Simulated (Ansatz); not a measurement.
# GeSe+ (doublet): the correlation ladder, cc-pVDZ

One table from this session's results is given with a row withheld; the runs are named, their logs left out.

Method: cc-pVDZ, core rule «outside noble gas», up to 28 orbitals frozen; program: Ansatz 0.2.0, Gaussian basis.

To be run: UHF; CCSD(T) on ROHF; CCSD(T) on UHF; BCCD(T) on ROHF; CISD; CCSDT(Q) on ROHF; CCSDT(Q) on UHF; CASSCF and MRCISD+Q, 9 electrons in 8 orbitals; CASSCF and NEVPT2, 9 electrons in 8 orbitals.

13 further runs of the same task are left out: 7 that didn't finish, 6 set aside as unsound or not needed.

## The system

The geometry is a PBE0/def2-TZVP stationary point (not a proven minimum) of the parent state, kept for this charge and spin. No spin-orbit coupling is included. The filled d shell of Ge, Se may be among the frozen orbitals whatever the setting's name suggests; the logs give the count.

2 atoms, charge 1, spin multiplicity 2.

Atoms are counted from 1 here; the program's logs count them from 0.

Bond lengths: Ge1–Se2 2.140 Å.

Set-up of the first run:

Input file in.yaml:

```yaml
crystal:
  periodic: [false, false, false]
  atoms:
    - {symbol: Ge, position_ang: [0.000000, 0.000000, 0.000000]}
    - {symbol: Se, position_ang: [0.000000, 0.000000, 2.140400]}
basis:
  gaussian: {orbitals: cc-pVDZ}
total_charge: 1
magnetization: {spin_polarized: true, initial_magnetization: 1}
hamiltonian: {xc: hf}
output: {orbitals: {seedname: orbitals}}
```

The run is started by

```sh
ansatz run in.yaml --threads 1 --pin off --events-out ev --progress --plain --max-ram 2393MiB
```

Steps of the session up to this table: UHF; CCSD(T) on ROHF; CCSD(T) on UHF; BCCD(T) on ROHF; CISD; CCSDT(Q) on ROHF; CCSDT(Q) on UHF; CASSCF and MRCISD+Q, 9 electrons in 8 orbitals; CASSCF and NEVPT2, 9 electrons in 8 orbitals.

One table of the session follows, with a row left open; its other results are not shown here.

```
          method  from UCCSDT(Q) (meV)
            ROHF               +4877.2
             UHF               +4789.9
            RMP2                +944.0
            UMP2                +952.9
           RCCSD                +214.5
           UCCSD                +209.8
        RCCSD(T)                     ?
        UCCSD(T)                 +43.4
         BCCD(T)                 +46.0
          RCCSDT                 +14.7
          UCCSDT                 +12.5
       RCCSDT(Q)                  +4.1
       UCCSDT(Q)                     0
  CASSCF valence               +3367.4
  NEVPT2 valence                +751.0
  MRCISD valence                +227.1
MRCISD+Q valence                 +12.8
```

Estimate the missing values for RCCSD(T).

As computed: from UCCSDT(Q) (meV): +45.1. In the column «from UCCSDT(Q) (meV)» it lies between UCCSD(T) (+43.4) and BCCD(T) (+46.0).

Among the levels timed on like hardware and quicker than the yardstick, those that no quicker one beats, quickest first: NEVPT2 valence (23 s, +751.0 meV); MRCISD+Q valence (24 s, +12.8 meV); RCCSDT(Q) (46 s, +4.1 meV).

Not comparable, so not listed: CISD (they don't share determinant, frozen orbitals or solution with the rows shown, or repeat one).

To keep in mind: Of the multireference levels listed MRCISD+Q valence comes nearest in total energy (+12.8 meV), which doesn't show that its space is the better one. Restricted and unrestricted rows rest on different reference determinants; where their highest levels disagree by more than a few hundredths of an eV, they describe different states and don't form one ladder.
